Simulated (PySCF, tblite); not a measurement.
**C₃H₄BO₅−: geometry, infrared bands and NMR shifts**

Wanted: the infrared bands and NMR shifts of C₃H₄BO₅− (`CO[BH-]1OC(=O)C(=O)O1`), by calculation.

The runs use tblite 0.8.0 and PySCF 2.14.0, with density-fitted response routines of our own; the level of theory stands in each step. All values are computed, except where a source is named. Atoms are numbered from 0 throughout.

**1. The starting structure**

13 atoms, charge -1, multiplicity 1; geometry from: force field or distance geometry start.

Bonds of the start (Å): C0–O1 1.40, O1–B2 1.48, B2–O3 1.47, O3–C4 1.39, C4–O5 1.25, C4–C6 1.46, C6–O7 1.28, C6–O8 1.38, O8–B2 1.49, C0–H9 1.11, C0–H10 1.12, C0–H11 1.12, B2–H12 1.20.

**2. Optimising the geometry with GFN2-xTB**

What the job is given:

```
{"job": {"kind": "relax", "xc": "GFN2-xTB", "basis": "xTB"}, "charge": -1, "multiplicity": 1}
C     -2.382900     0.109900    -0.121200
O     -1.185700     0.340600    -0.804800
B     -0.036400    -0.263000    -0.085600
O      0.628900     0.682100     0.821300
C      2.001900     0.601800     0.633700
O      2.863100     1.188300     1.319600
C      2.239200    -0.258500    -0.527700
O      3.414800    -0.520600    -0.958700
O      1.030700    -0.720100    -1.020600
H     -2.335300     0.444300     0.931300
H     -3.258300     0.615700    -0.612300
H     -2.601400    -0.985900    -0.129400
H     -0.383000    -1.234300     0.536800
```

Command:

```
> OMP_NUM_THREADS=1 python probes_run.py task.json out
```

The driver reads the jobs from task.json and runs them one after another.

**Question.** After this job, these run on its result: GFN2-xTB harmonic vibrations, gas phase; GIAO PBE0/pcSseg-1 NMR shielding, non-relativistic, gas phase. What will the session give for the following? strongest infrared band; zero-point energy (GFN2-xTB); 13C shifts against TMS (PBE0/pcSseg-1); 1H shifts against TMS (PBE0/pcSseg-1); 17O shifts against H2O (PBE0/pcSseg-1); 11B shifts against BF3·OEt2 (PBE0/pcSseg-1).

As calculated:

```
                                   quantity                   value
                    strongest infrared band   1785 cm⁻¹, 989 km/mol
               zero-point energy (GFN2-xTB)           50.0 kcal/mol
     13C shifts against TMS (PBE0/pcSseg-1)         168.5, 54.7 ppm
      1H shifts against TMS (PBE0/pcSseg-1)          3.59, 3.41 ppm
     17O shifts against H2O (PBE0/pcSseg-1)  391.5, 264.1, 41.4 ppm
11B shifts against BF3·OEt2 (PBE0/pcSseg-1)                 2.5 ppm
```

**Reading.** Over 71 steps the energy fell by 0.746 eV; of the bonds of the start, O3–C4 changed most, 1.388 to 1.297 Å. All 33 modes are real, so the xTB geometry is a minimum. The strongest single mode, at 1785 cm⁻¹, moves mainly C6 and C4. Unscaled tight-binding wavenumbers are off by several per cent, some by more. Its intensities can rank the bands wrongly. H9, H10, H11 (mean) (hydrogen on a methyl carbon bonded to O) lies farthest downfield among hydrogen, at 3.59 ppm; its carbon carries O, an electronegative neighbour. At PBE0/pcSseg-1: Shielding is most anisotropic at O5, O7 (span 631 ppm, paramagnetic term -453 ppm).
